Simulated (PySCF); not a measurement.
**[Lu(CH3)2]+: other functionals and bases at one geometry**

The task here is to estimate one member of a computed series from the others.

Program: PySCF 2.14.0. Level of theory: several levels, as the steps say, no spin–orbit coupling. These are calculated values, not measurements.

1 further run of the same task is left out (for a known fault of the program).

## Starting geometry

9 atoms, charge 1, spin multiplicity 1.

Bond lengths: Lu1–C2 2.218 Å, Lu1–C6 2.218 Å, C2–H3 1.106 Å, C2–H4 1.106 Å, C2–H5 1.107 Å, C6–H7 1.106 Å, C6–H8 1.106 Å, C6–H9 1.107 Å. Angles: C2–Lu1–C6 100.7°, Lu1–C2–H3 114.4°, Lu1–C2–H4 109.6°, Lu1–C2–H5 110.8°, H3–C2–H4 108.0°, H3–C2–H5 107.5°, H4–C2–H5 106.3°, Lu1–C6–H7 114.4°, Lu1–C6–H8 109.6°, Lu1–C6–H9 110.8°, H7–C6–H8 108.0°, H7–C6–H9 107.5°, H8–C6–H9 106.3°.

Coordinates:

| atom | x (Å) | y (Å) | z (Å) |
| --- | --- | --- | --- |
| Lu1 | 0.00000 | 0.00000 | -0.21324 |
| C2 | 1.70837 | -0.01703 | 1.20173 |
| H3 | 2.68740 | 0.20789 | 0.73967 |
| H4 | 1.53211 | 0.72324 | 2.00484 |
| H5 | 1.79464 | -1.00136 | 1.70071 |
| C6 | -1.70837 | 0.01703 | 1.20173 |
| H7 | -2.68740 | -0.20789 | 0.73967 |
| H8 | -1.53211 | -0.72324 | 2.00484 |
| H9 | -1.79464 | 1.00136 | 1.70071 |

Formal oxidation states: Lu +3. Each metal's 14 4f electrons lie in its core potential, so multiplicities, spins and levels count the valence alone. An earlier session relaxed this geometry at PBE0, Lu lcecp-1-SVP with ECP60, C def2-SVP, H def2-SVP (singlet, point group C2).

At PBE0 on the finer grid: E = -119.369203 Eh, HOMO -11.80 eV, LUMO -7.31 eV, Mulliken charge on Lu1 +1.19 e, largest force component 0.005 eV/Å. 

Levels to run: r2SCAN; CAM-B3LYP; PBE0, TZVP. Hardware: 2 threads of Arm Neoverse V1, shared host.

The first run:

File run.py (the lines that set the calculation):

```python
mol = gto.M(atom='''
Lu     0.00000     0.00000    -0.21324
C      1.70837    -0.01703     1.20173
H      2.68740     0.20789     0.73967
H      1.53211     0.72324     2.00484
H      1.79464    -1.00136     1.70071
C     -1.70837     0.01703     1.20173
H     -2.68740    -0.20789     0.73967
H     -1.53211    -0.72324     2.00484
H     -1.79464     1.00136     1.70071''',
    basis={'Lu': 'lcecp-1-SVP', 'C': 'def2-SVP', 'H': 'def2-SVP'},
    ecp={'Lu': 'lcecp-1-SVP'},
    charge=1, spin=0)
mf = dft.RKS(mol, xc='R2SCAN')
mf.grids.atom_grid = (75, 302)  # f atoms: unpruned, at least (60, 302)
mf = mf.density_fit()  # fitting sets: Lu AutoAux, C def2-universal-JKFIT, H def2-universal-JKFIT
mf.conv_tol = 1e-08; mf.max_cycle = 55
mf.kernel(dm0)  # dm0: the density of the relaxed state
```

Run with:

```sh
$ OMP_NUM_THREADS=2 python run.py
```

Steps of the session up to this table: r2SCAN; CAM-B3LYP; PBE0, TZVP.

One of the session's tables, all rows but one given; the rest of the session is left out.

| level | HOMO (eV) | gap (eV) | charge on Lu1 (e) | dipole (D) | largest force component (eV/Å) |
| --- | --- | --- | --- | --- | --- |
| PBE0 (relaxed here) | -11.80 | 4.49 | 1.19 | 3.32 | 0.01 |
| r2SCAN | -10.81 | 3.22 | 1.20 | 3.20 | 0.07 |
| CAM-B3LYP | ? | ? | ? | ? | ? |
| PBE0, TZVP | -11.76 | 4.47 | 1.50 | 3.44 | 0.26 |

Estimate the missing values for CAM-B3LYP.

**Answer.** HOMO (eV): -13.09; gap (eV): 6.49; charge on Lu1 (e): 1.17; dipole (D): 3.55; largest force component (eV/Å): 0.10. In the column «HOMO (eV)» it is the lowest.

The dipole of a charged species depends on the origin, so these sizes hold for this origin alone.

In one basis the HOMO–LUMO gap runs from 3.22 eV (r2SCAN) to 6.49 eV (CAM-B3LYP). The largest leftover force, 0.26 eV/Å with PBE0, TZVP, stands at a geometry relaxed at another level. With 4f in the core, its levels are missing from HOMO and gap, and its count is fixed, so no charge can pass from the ligands into it. Total energies of different levels can't be compared.
